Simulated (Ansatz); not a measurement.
# TaH5N2O2: small, medium and large basis sets

Aim: see how fast density functionals converge with the basis set for TaH5N2O2.

Computed with Ansatz 0.2.0, Gaussian basis. Level: one geometry, several basis sets.

Plan: PBE0-D4/def2-SVP; ωB97M-V/def2-SVP; PBE0-D4/def2-QZVPP; ωB97M-V/def2-QZVPP; the functionals' def2-TZVPP values are taken from earlier runs.

## (1) The geometry

An earlier PBE0-D4/def2-TZVP relaxation fixed the geometry. Ta takes the def2 core potential; no spin-orbit term is included.

SMILES `[NH2][Ta]([NH2])(=[O])[OH]`, 10 atoms, charge 0, spin multiplicity 1.

Atoms are counted from 1 here; the program's logs count them from 0.

Bond lengths: N1–Ta2 1.988 Å, N1–H6 1.009 Å, N1–H7 1.009 Å, Ta2–N3 1.988 Å, Ta2–O4 1.721 Å, Ta2–O5 1.920 Å, N3–H8 1.009 Å, N3–H9 1.009 Å, O5–H10 0.956 Å. Angles: Ta2–N1–H6 124.0°, Ta2–N1–H7 125.9°, H6–N1–H7 110.0°, N1–Ta2–N3 112.4°, N1–Ta2–O4 106.5°, N1–Ta2–O5 109.1°, N3–Ta2–O4 106.5°, N3–Ta2–O5 109.1°, O4–Ta2–O5 113.3°, Ta2–N3–H8 124.0°, Ta2–N3–H9 125.9°, H8–N3–H9 110.0°, Ta2–O5–H10 130.9°.

## (2) PBE0-D4 in def2-SVP

Input file in.yaml:

```yaml
crystal:
  periodic: [false, false, false]
  atoms:
    - {symbol: N, position_ang: [-1.652592, 0.710014, -0.002039]}
    - {symbol: Ta, position_ang: [0.006643, -0.362187, -0.224121]}
    - {symbol: N, position_ang: [1.275460, -0.113300, 1.285898]}
    - {symbol: O, position_ang: [-0.472003, -2.014779, -0.192341]}
    - {symbol: O, position_ang: [0.870333, 0.148596, -1.861254]}
    - {symbol: H, position_ang: [-2.564740, 0.310417, 0.157460]}
    - {symbol: H, position_ang: [-1.710023, 1.717528, 0.007930]}
    - {symbol: H, position_ang: [1.510086, -0.835370, 1.949748]}
    - {symbol: H, position_ang: [1.746586, 0.745592, 1.528435]}
    - {symbol: H, position_ang: [1.073450, -0.357611, -2.646817]}
basis:
  gaussian: {orbitals: def2-SVP}
hamiltonian: {xc: pbe0, dispersion: d4}
output: {orbitals: {seedname: orbitals}}
```

Command:

```sh
ansatz run in.yaml --threads 4 --pin off --events-out ev --progress --plain --max-ram 10444MiB
```

Further steps of the session: ωB97M-V in def2-SVP; PBE0-D4 in def2-QZVPP; ωB97M-V in def2-QZVPP.

Q: Predict the results of all the runs planned. Wanted: PBE0-D4: double and triple zeta above quadruple; ωB97M-V: double and triple zeta above quadruple.

**Answer**, as computed:

| quantity | value |
| --- | --- |
| PBE0-D4: double and triple zeta above quadruple | 9.74, 0.44 eV |
| ωB97M-V: double and triple zeta above quadruple | 10.00, 0.41 eV |

In words: PBE0-D4 gains 9.31 eV from double to triple zeta, then 0.44 eV more. These are total energies; as a rule much of such shifts cancels in differences, which this series doesn't test. The LUMO of ωB97M-V is positive and keeps falling with the basis (1.42 to 0.57 eV): an unbound level that the basis holds in place.
